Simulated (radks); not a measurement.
# Excited configurations of Co²⁴⁺

How tightly is the outer electron of Co²⁴⁺ held in higher orbitals? Ground state, ion and excited configurations are run in turn.

Method: Dirac Kohn-Sham, PBEsol, spin-unpolarised, spherical densities, point nucleus; open shells fill j = l - 1/2 first. Code: radks (a radial shooting solver on a logarithmic mesh, Libxc functionals) version 1.

**1. The system**

```
element       : cobalt (Z = 27)
charge        : +24
electrons     : 3
configuration : [He] 2s1
```

**2. Ground configuration: [He] 2s1**

Input:

```text
Z 27
configuration [He] 2s1
relativity Dirac
functional pbe_sol,pbe_sol
spin unpolarised
j_filling energy
nucleus point
c 137.035999084
```

**3. The ion: [He]**

Settings, as their differences from step 2:

```diff
@@ -1,3 +1,3 @@
 Z 27
-configuration [He] 2s1
+configuration [He]
 relativity Dirac
```

**4. Outer electron in 2p: [He] 2p1**

Settings, as their differences from step 3:

```diff
@@ -1,3 +1,3 @@
 Z 27
-configuration [He]
+configuration [He] 2p1
 relativity Dirac
```

**5. Outer electron in 3s: [He] 3s1**

Settings, as their differences from step 4:

```diff
@@ -1,3 +1,3 @@
 Z 27
-configuration [He] 2p1
+configuration [He] 3s1
 relativity Dirac
```

**6. Outer electron in 3p: [He] 3p1**

Settings, as their differences from step 5:

```diff
@@ -1,3 +1,3 @@
 Z 27
-configuration [He] 3s1
+configuration [He] 3p1
 relativity Dirac
```

**7. Outer electron in 4f: [He] 4f1**

Settings, as their differences from step 6:

```diff
@@ -1,3 +1,3 @@
 Z 27
-configuration [He] 3p1
+configuration [He] 4f1
 relativity Dirac
```

**8. Outer electron in 5p: [He] 5p1**

Settings, as their differences from step 7:

```diff
@@ -1,3 +1,3 @@
 Z 27
-configuration [He] 4f1
+configuration [He] 5p1
 relativity Dirac
```

**9. Outer electron in 6p: [He] 6p1**

Settings, as their differences from step 8:

```diff
@@ -1,3 +1,3 @@
 Z 27
-configuration [He] 5p1
+configuration [He] 6p1
 relativity Dirac
```

**10. Outer electron in 6d: [He] 6d1**

Settings, as their differences from step 9:

```diff
@@ -1,3 +1,3 @@
 Z 27
-configuration [He] 6p1
+configuration [He] 6d1
 relativity Dirac
```

**11. Outer electron in 6f: [He] 6f1**

Settings, as their differences from step 10:

```diff
@@ -1,3 +1,3 @@
 Z 27
-configuration [He] 6d1
+configuration [He] 6f1
 relativity Dirac
```

**12. Outer electron in 7p: [He] 7p1**

Settings, as their differences from step 11:

```diff
@@ -1,3 +1,3 @@
 Z 27
-configuration [He] 6f1
+configuration [He] 7p1
 relativity Dirac
```

**13. Outer electron in 7f: [He] 7f1**

Settings, as their differences from step 12:

```diff
@@ -1,3 +1,3 @@
 Z 27
-configuration [He] 7p1
+configuration [He] 7f1
 relativity Dirac
```

Before running it: what results should come out? Wanted: for each run, outer orbital; excitation; binding; n*; quantum defect; <r>.

The runs gave:

| outer orbital | excitation (eV) | binding (eV) | n* | quantum defect | <r> (bohr) |
| --- | --- | --- | --- | --- | --- |
| 2p | 51.237 | 2161.3 | 1.984 | 0.016 | 0.1952 |
| 3s | 1239.2 | 973.31 | 2.956 | 0.044 | 0.5234 |
| 3p | 1252.6 | 959.96 | 2.976 | 0.024 | 0.4906 |
| 4f | 1683.1 | 529.40 | 4.008 | -0.008 | 0.7203 |
| 5p | 1867.9 | 344.60 | 4.968 | 0.032 | 1.440 |
| 6p | 1973.4 | 239.14 | 5.963 | 0.037 | 2.094 |
| 6d | 1975.1 | 237.45 | 5.984 | 0.016 | 2.029 |
| 6f | 1975.9 | 236.64 | 5.995 | 0.005 | 1.915 |
| 7p | 2036.9 | 175.62 | 6.959 | 0.041 | 2.867 |
| 7f | 2038.4 | 174.09 | 6.989 | 0.011 | 2.692 |

What this shows: Binding is E(ion) − E, and n* = 25/√(2·binding) in atomic units. The Δ-SCF energy to the ion that was run is 2212.5 eV (NIST's first ionisation energy, to the ion's ground state: 2218.9 eV, theoretical). Mean quantum defects: p 0.03, s 0.04, f 0.00, d 0.02. At this charge relativity makes much of them. Self-interaction in the functional shifts them, so they are the method's values and not measured ones. Spin polarisation and multiplet splitting are left out, so open shells lie too high by an amount that depends on their filling.
